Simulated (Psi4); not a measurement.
# A workflow on SnHSeF3 (SMILES [F][Sn]([F])([F])[SeH]), part 2 of 3

Psi4 1.11.

### Step 3. A structure relaxation at PBE0-D4/def2-TZVP (density fitting, core potential) (run 2)

Input file job.in:

```
memory 3300 MB

molecule geom {
  0 1
  F     -0.724875    -0.913561     1.703264
  Sn     0.273029    -0.406548     0.116124
  F      2.109042    -0.952403     0.422597
  F     -0.414823    -1.586927    -1.264219
  Se     0.115907     2.044393    -0.445616
  H     -1.357679     1.873576    -0.574466
  symmetry c1
}

set {
  basis                   def2-TZVP
  scf_type                df
  geom_maxiter            50
  max_force_g_convergence 0.0002
}

optimize('pbe0-d4')
```

Launch:

```sh
$ psi4 job.in job.out -n 2
```

job.out:

```text
Psi4 1.11 release

gradient() will perform analytic gradient computation.

   => Loading Basis Set <=

    Name: DEF2-TZVP
    Role: ORBITAL
    Keyword: BASIS

    !!!  WARNING: ECP capability is in beta. Please check occupations closely.  !!!

   => PBE0-D4(BJ,EEQ)ATM: Empirical Dispersion <=

        a1 =       0.400856
        a2 =       5.029288
       alp =      16.000000
        s6 =       1.000000
        s8 =       1.200655
        s9 =       1.000000
        ga =       3.000000
        gc =       2.000000
        wf =       6.000000

         ---------------------------------------------------------
                                   SCF
                              RKS Reference
                        2 Threads,   3147 MiB Core
         ---------------------------------------------------------

  ==> Geometry <==

    Molecular point group: c1
    Full point group: C1

    Geometry (in Angstrom), charge = 0, multiplicity = 1:

       Center              X                  Y                   Z               Mass
    ------------   -----------------  -----------------  -----------------  -----------------
         F           -0.953898912504    -1.111075745794     1.726139092778    18.998403162730
         SN           0.044005087496    -0.604062745794     0.138999092778   119.902201630000
         F            1.880018087496    -1.149917745794     0.445472092778    18.998403162730
         F           -0.643846912504    -1.784441745794    -1.241343907222    18.998403162730
         SE          -0.113116912504     1.846878254206    -0.422740907222    79.916521800000
         H           -1.586702912504     1.676061254206    -0.551590907222     1.007825032230

  Running in c1 symmetry.

  Rotational constants: A =      0.09184  B =      0.03144  C =      0.03110 [cm^-1]
  Rotational constants: A =   2753.24622  B =    942.51454  C =    932.34380 [MHz]
  Nuclear repulsion =  510.368788981003092

  Charge       = 0
  Multiplicity = 1
  Electrons    = 84
  Nalpha       = 42
  Nbeta        = 42

  ==> Algorithm <==

  SCF Algorithm Type is DF.
  DIIS enabled.
  MOM disabled.
  Fractional occupation disabled.
  Guess Type is SAD.
  Energy threshold   = 1.00e-08
  Density threshold  = 1.00e-08
  Integral threshold = 1.00e-12

  ==> Primary Basis <==

  Basis Set: DEF2-TZVP
    Blend: DEF2-TZVP
    Number of shells: 69
    Number of basis functions: 197
    Number of Cartesian functions: 228
    Spherical Harmonics?: true
    Max angular momentum: 3

  Core potential: DEF2-TZVP
    Number of shells: 4
    Number of ECP primitives: 18
    Number of ECP core electrons: 28
    Max angular momentum: 3

  ==> DFT Potential <==

   => LibXC <=

    Version 7.1.2

   => Composite Functional: PBE0-D4BJEEQATM <=

    PBE0-d4bjeeqatm Hyb-GGA Exchange-Correlation Functional

    Deriv               =              1
    GGA                 =           TRUE
    Meta                =          FALSE

    Exchange Hybrid     =           TRUE
    MP2 Hybrid          =          FALSE

   => Exchange Functionals <=

    0.7500   Perdew, Burke & Ernzerhof

   => Exact (HF) Exchange <=

    0.2500               HF

   => Correlation Functionals <=

    1.0000   Perdew, Burke & Ernzerhof

   => LibXC Density Thresholds  <==

    XC_HYB_GGA_XC_PBEH:  1.00E-15

   => Molecular Quadrature <=

    Radial Scheme          =       TREUTLER
    Pruning Scheme         =           NONE
    Nuclear Scheme         =       TREUTLER

    Blocking Scheme        =         OCTREE
    BS radius alpha        =              1
    Pruning alpha          =              1
    Radial Points          =             75
    Spherical Points       =            302
    Total Points           =         130688
    Total Blocks           =           1073
    Max Points             =            256
    Max Functions          =            175
    Weights Tolerance      =       1.00E-15

   => Loading Basis Set <=

    Name: (DEF2-TZVP AUX)
    Role: JKFIT
    Keyword: DF_BASIS_SCF

  ==> Integral Setup <==

  DFHelper Memory: AOs need 0.204 GiB; user supplied 1.846 GiB.
  SCF_SUBTYPE=INCORE selected. In-core MEM_DF algorithm will be used.
  Using in-core AOs.

  ==> MemDFJK: Density-Fitted J/K Matrices <==

    J tasked:                   Yes
    K tasked:                   Yes
    wK tasked:                   No
    Memory [MiB]:              1890
    Algorithm:                 Core
    Schwarz Cutoff:           1E-12
    Mask sparsity (%):      10.5388
    Fitting Condition:        1E-10

   => Auxiliary Basis Set <=

  Basis Set: (DEF2-TZVP AUX)
    Blend: DEF2-UNIVERSAL-JKFIT
    Number of shells: 187
    Number of basis functions: 733
    Number of Cartesian functions: 979
    Spherical Harmonics?: true
    Max angular momentum: 5

  Cached 100.0% of DFT collocation blocks in 0.459 [GiB].

  Minimum eigenvalue in the overlap matrix is 3.8854605400E-03.
  Reciprocal condition number of the overlap matrix is 8.2450180084E-04.
    Using symmetric orthogonalization.

  ==> Pre-Iterations <==

  SCF Guess: Superposition of Atomic Densities via on-the-fly atomic UHF (no occupation information).

 WARNING: Atomic UHF is not converging! Try casting from a smaller basis or call Rob at CCMST.
   -------------------------
    Irrep   Nso     Nmo
   -------------------------
     A        197     197
   -------------------------
    Total     197     197
   -------------------------

  ==> Iterations <==

                           Total Energy        Delta E     RMS |[F,P]|

[... 2 lines left out ...]
   @DF-RKS iter   2: -2914.64576880671984    1.61260e-01   1.25364e-02 ADIIS/DIIS
[... 3 lines left out ...]
   @DF-RKS iter   6: -2915.68719585168810   -3.78973e-04   1.86981e-05 DIIS
[... 3 lines left out ...]
   @DF-RKS iter  10: -2915.68720252722096   -3.80896e-09   1.09493e-07 DIIS
[... 3 lines left out ...]
  Energy and wave function converged.
[... 36 lines left out ...]
    One-Electron Energy =               -5156.5994628887292492
[... 3 lines left out ...]
    VV10 Nonlocal Energy =                  0.0000000000000000
[... 17 lines left out ...]
 Dipole Z            :          6.2408189           -6.6034518           -0.3626329
[... 137 lines left out ...]
	   Step    Total Energy     Delta E     Max Force     RMS Force      Max Disp      RMS Disp   ~
[... 144 lines left out ...]
                           Total Energy        Delta E     RMS |[F,P]|
[... 4 lines left out ...]
   @DF-RKS iter   3: -2915.69068562525626   -1.17337e-03   4.68225e-05 DIIS
[... 3 lines left out ...]
   @DF-RKS iter   7: -2915.69071149581850   -2.02522e-08   1.96028e-07 DIIS
[... 3 lines left out ...]
  Energy and wave function converged.
[... 17 lines left out ...]
    One-Electron Energy =               -5186.0339783806775813
[... 3 lines left out ...]
    VV10 Nonlocal Energy =                  0.0000000000000000
[... 17 lines left out ...]
 Dipole Z            :          6.1430258           -6.4673027           -0.3242769
[... 100 lines left out ...]
	   Step    Total Energy     Delta E     Max Force     RMS Force      Max Disp      RMS Disp
[... 113 lines left out ...]
   @DF-RKS iter   0: -2915.67135210796823   -2.91567e+03   2.79417e-04
[... 3 lines left out ...]
   @DF-RKS iter   4: -2915.69115636942888   -1.91959e-06   2.13012e-06 DIIS
[... 3 lines left out ...]
   @DF-RKS iter   8: -2915.69115641959161   -7.18501e-11   3.35463e-08 DIIS
[... 14 lines left out ...]
  @DF-RKS Final Energy: -2915.69115641960479
[... 6 lines left out ...]
    DFT Exchange-Correlation Energy =    -103.2902422904425350
[... 17 lines left out ...]
 Dipole X            :          3.1275318           -3.4561893           -0.3286575
[... 95 lines left out ...]
	                                 ==> Convergence Check <==
[... 81 lines left out ...]
    Weights Tolerance      =       1.00E-15
[... 34 lines left out ...]
   @DF-RKS iter   2: -2915.69117075726535   -2.13097e-07   9.64553e-06 DIIS
[... 3 lines left out ...]
   @DF-RKS iter   6: -2915.69117267387446   -7.96717e-10   5.74668e-08 DIIS
[... 9 lines left out ...]
    Final Occupation by Irrep:
[... 11 lines left out ...]
    Two-Electron Energy =                1845.1679754316314757
[... 3 lines left out ...]
    Total Energy =                      -2915.6911726739208461
[... 60 lines left out ...]
    Weights Tolerance      =       1.00E-15
[... 58 lines left out ...]
	  Convergence Criteria              o    2.00e-04 *             o             o             o
[... 106 lines left out ...]
   @DF-RKS iter   1: -2915.69117760843847   -1.96188e-04   4.41395e-06 DIIS
[... 3 lines left out ...]
   @DF-RKS iter   5: -2915.69117804871894   -1.85037e-09   1.63005e-07 DIIS
[... 3 lines left out ...]
  Energy and wave function converged.
[... 17 lines left out ...]
    One-Electron Energy =               -5179.1020604057966921
[... 3 lines left out ...]
    VV10 Nonlocal Energy =                  0.0000000000000000
[... 17 lines left out ...]
 Dipole Z            :          6.1317778           -6.4753792           -0.3436014
[... 100 lines left out ...]
	   Step    Total Energy     Delta E     Max Force     RMS Force      Max Disp      RMS Disp
[... 107 lines left out ...]
   @DF-RKS iter   0: -2915.69108722602050   -2.91569e+03   3.91427e-05
[... 3 lines left out ...]
   @DF-RKS iter   4: -2915.69118032550523   -1.49439e-08   4.63782e-07 DIIS
[... 3 lines left out ...]
  Energy and wave function converged.
[... 17 lines left out ...]
    One-Electron Energy =               -5179.0658564394734640
[... 3 lines left out ...]
    VV10 Nonlocal Energy =                  0.0000000000000000
[... 17 lines left out ...]
 Dipole Z            :          6.1394246           -6.4845930           -0.3451683
[... 100 lines left out ...]
	   Step    Total Energy     Delta E     Max Force     RMS Force      Max Disp      RMS Disp
[... 96 lines left out ...]
   @DF-RKS iter   0: -2915.69119480657582   -2.91569e+03   7.88596e-06
[... 3 lines left out ...]
   @DF-RKS iter   4: -2915.69118060516121   -6.50289e-10   9.49431e-08 DIIS
[... 28 lines left out ...]
    Final Occupation by Irrep:
[... 5 lines left out ...]
  @DF-RKS Final Energy: -2915.69118060530172

   => Energetics <=

    Nuclear Repulsion Energy =            521.5650354359353287
    One-Electron Energy =               -5179.1103974332518192
    Two-Electron Energy =                1845.1512122322533287
    DFT Exchange-Correlation Energy =    -103.2922198368319755
    Empirical Dispersion Energy =          -0.0048110034064938
    VV10 Nonlocal Energy =                  0.0000000000000000
    Total Energy =                      -2915.6911806053017244

Computation Completed

Properties will be evaluated at   0.000000,   0.000000,   0.000000 [a0]

Properties computed using the SCF density matrix

 Multipole Moments:

 ------------------------------------------------------------------------------------
     Multipole            Electronic (a.u.)      Nuclear  (a.u.)        Total (a.u.)
 ------------------------------------------------------------------------------------

 L = 1.  Multiply by 2.5417464519 to convert [e a0] to [Debye]
 Dipole X            :          2.8149182           -3.1588840           -0.3439657
 Dipole Y            :        -25.9993406           27.3681374            1.3687968
 Dipole Z            :          6.1467762           -6.4912260           -0.3444499
 Magnitude           :                                                    1.4527776

 ------------------------------------------------------------------------------------

	total time  =         22 seconds =       0.37 minutes

         ------------------------------------------------------------
                                   SCF GRAD
         ------------------------------------------------------------

  ==> Geometry <==

    Molecular point group: c1
    Full point group: C1

    Geometry (in Angstrom), charge = 0, multiplicity = 1:

       Center              X                  Y                   Z               Mass
    ------------   -----------------  -----------------  -----------------  -----------------
         F           -0.922993850704    -1.113622880237     1.683146997257    18.998403162730
         SN           0.035745373165    -0.591929904759     0.136853237501   119.902201630000
         F            1.830613835820    -1.107687809225     0.437671402177    18.998403162730
         F           -0.627317016194    -1.759950857175    -1.196675000017    18.998403162730
         SE          -0.100580540397     1.813328397787    -0.418126272284    79.916521800000
         H           -1.560995958829     1.683240903871    -0.546777453506     1.007825032230

  Nuclear repulsion =  521.565035435935329

   => Molecular Quadrature <=

    Radial Scheme          =       TREUTLER
    Pruning Scheme         =           NONE
    Nuclear Scheme         =       TREUTLER

    Blocking Scheme        =         OCTREE
    BS radius alpha        =              1
    Pruning alpha          =              1
    Radial Points          =             75
    Spherical Points       =            302
    Total Points           =         130572
    Total Blocks           =           1066
    Max Points             =            256
    Max Functions          =            176
    Weights Tolerance      =       1.00E-15

  -Total Gradient:
     Atom            X                  Y                   Z
    ------   -----------------  -----------------  -----------------
       1       -0.000003777081     0.000008634817    -0.000003118960
       2       -0.000055933019     0.000141415838    -0.000055290375
       3       -0.000053896706    -0.000045395577     0.000006908244
       4       -0.000018259611     0.000021898164    -0.000008655249
       5       -0.000024998707     0.000016318933    -0.000007465008
       6       -0.000020928261     0.000040217041    -0.000011863019

	total time  =         17 seconds =       0.28 minutes

    			-----------------------------------------

    			 OPTKING 3.0: for geometry optimizations

    			        with contributions from

    			-----------------------------------------

	                            ===> Fragment 1 <==

	 Z (Atomic Numbers)          Masses                          Geom
	       9.000000            18.998403         -1.74420559 -2.10444225  3.18068685
	      50.000000            119.902202         0.06754897 -1.11858541  0.25861514
	       9.000000            18.998403          3.45935879 -2.09322659  0.82707908
	       9.000000            18.998403         -1.18545735 -3.32582511 -2.26138801
	      34.000000            79.916522         -0.19006967  3.42669405 -0.79014414
	       1.000000             1.007825         -2.94985485  3.18086431 -1.03325964

	 - Coordinate -           - BOHR/RAD -       - ANG/DEG -
	 R(1,2)           =         3.576712           1.892715
	 R(2,3)           =         3.574556           1.891574
	 R(2,4)           =         3.576639           1.892676
[... 11 lines of this table left out ...]
	 D(4,2,5,6)       =         1.039836          59.578215

	        --- Internal Coordinate Step in ANG or DEG, aJ/ANG or AJ/DEG ---
	-------------------------------------------------------------------------------
	           Coordinate      Previous         Force          Change          New
	           ----------      --------        ------          ------        ------
	               R(1,2)       1.89271        0.00000       -0.00003       1.89269
	               R(2,3)       1.89157       -0.00003        0.00000       1.89158
	               R(2,4)       1.89268        0.00004        0.00001       1.89268
[... 11 lines of this table left out ...]
	           D(4,2,5,6)      59.57821       -0.00000        0.02629      59.60451
	-------------------------------------------------------------------------------

	                                 ==> Convergence Check <==

	Measures of convergence in internal coordinates in au.

	Criteria marked as inactive (o), active & met (*), and active & unmet ( ).

	----------------------------------------------------------------------------------------------
	   Step    Total Energy     Delta E     Max Force     RMS Force      Max Disp      RMS Disp
	----------------------------------------------------------------------------------------------
	  Convergence Criteria              o    2.00e-04 *             o             o             o
	----------------------------------------------------------------------------------------------
	     7   -2915.69118061   -2.77e-07 o    1.20e-04 *    4.96e-05 o    1.72e-03 o    6.26e-04 o  ~
	----------------------------------------------------------------------------------------------

Next Geometry in Ang
	Fragment 1 (Ang)

	    F  -0.9238498226  -1.1140283522   1.6829967808
	   Sn   0.0354514020  -0.5925411312   0.1370167895
	    F   1.8310983196  -1.1059283303   0.4372546006
	    F  -0.6278190006  -1.7604465142  -1.1965198599
	   Se  -0.0999582607   1.8128148929  -0.4182105011
	    H  -1.5604507948   1.6835072853  -0.5464448988

    Final optimized geometry and variables:
    Molecular point group: c1
    Full point group: C1

    Geometry (in Angstrom), charge = 0, multiplicity = 1:

    F           -0.922993850704    -1.113622880237     1.683146997257
    SN           0.035745373165    -0.591929904759     0.136853237501
    F            1.830613835820    -1.107687809225     0.437671402177
    F           -0.627317016194    -1.759950857175    -1.196675000017
    SE          -0.100580540397     1.813328397787    -0.418126272284
    H           -1.560995958829     1.683240903871    -0.546777453506

    Psi4 run time: 0:04:49.30

[set-up sections that repeat, and orbital energies of the middle runs, are left out above]
```

On the terminal:

```text
Optimizer: Optimization complete!
```

Run time: 4.9 min. Hardware: 2 threads of Intel Xeon at 2.50GHz (Skylake/Cascade Lake), shared host; peak memory 1.1 GiB.

The path in brief:

| step | energy from the first frame kept (eV) | largest force (eV/Å) |
| --- | --- | --- |
| 0 | 0.0000 | 1.1750 |
| 1 | -0.0955 | 0.4778 |
| 2 | -0.1076 | 0.0651 |
| 3 | -0.1080 | 0.0375 |
| 4 | -0.1082 | 0.0093 |
| 5 | -0.1082 | 0.0107 |
| 6 | -0.1082 | 0.0083 |

After the run. Bond lengths: F1–Sn2 1.893 Å, Sn2–F3 1.892 Å, Sn2–F4 1.893 Å, Sn2–Se5 2.472 Å, Se5–H6 1.472 Å. Angles: F1–Sn2–F3 106.0°, F1–Sn2–F4 103.2°, F1–Sn2–Se5 115.1°, F3–Sn2–F4 106.0°, F3–Sn2–Se5 110.7°, F4–Sn2–Se5 115.0°, Sn2–Se5–H6 89.3°.

Run 3 isn't shown in full; the table further down has it.

### Step 4. A single-point energy at PBE-D4/def2-TZVPP (density fitting, core potential) (run 4)

Input file calc.inp:

```
memory 3300 MB

molecule {
  F     -1.31141324    -1.73119322     3.13745937
  Sn     0.50034090    -0.74533633     0.21538720
  F      3.89215174    -1.71997770     0.78385084
  F     -0.75266469    -2.95257613    -2.30461550
  Se     0.24272209     3.79994255    -0.83337111
  H     -2.51706229     3.55411375    -1.07648816
  units au
  symmetry c1
}

set basis def2-TZVPP
set reference rks
set scf_type df
set dft_radial_points 99
set dft_spherical_points 590

energy('pbe-d4')
print_variables()
```

Launch:

```sh
$ psi4 -n 2 calc.inp calc.out
```

calc.out (excerpt; [...] marks lines left out):

```text
[...]
    !!!  WARNING: ECP capability is in beta. Please check occupations closely.  !!!
[...]
  Running in c1 symmetry.
[...]
  Nuclear repulsion =  521.565061357931427
[...]
  Multiplicity = 1
[...]
  Nalpha       = 42
  Nbeta        = 42
[...]
    Number of basis functions: 205
[...]
 WARNING: Atomic UHF is not converging! Try casting from a smaller basis or call Rob at CCMST.
   -------------------------
[...]
   @DF-RKS iter   1: -2914.59642956630341   -2.74453e+00   1.14719e-02 ADIIS/DIIS
[...]
   @DF-RKS iter  10: -2915.61577012965154   -1.17393e-07   5.81982e-07 DIIS
[...]
  @DF-RKS Final Energy: -2915.61577012965154
   => Energetics <=
    Nuclear Repulsion Energy =            521.5650613579314268
    One-Electron Energy =               -5178.5370463346253018
    Two-Electron Energy =                1877.7889681947599456
    DFT Exchange-Correlation Energy =    -136.4271367459273563
    Empirical Dispersion Energy =          -0.0056166017908643
    VV10 Nonlocal Energy =                  0.0000000000000000
    Total Energy =                      -2915.6157701296515370
[...]
```

It took 40 s on 2 threads of Intel Xeon at 2.50GHz (Skylake/Cascade Lake), shared host; peak memory 1.7 GiB.

Runs 5 to 8 aren't shown in full; the table further down has their settings and results.

(Continued in part 3 of 3.)
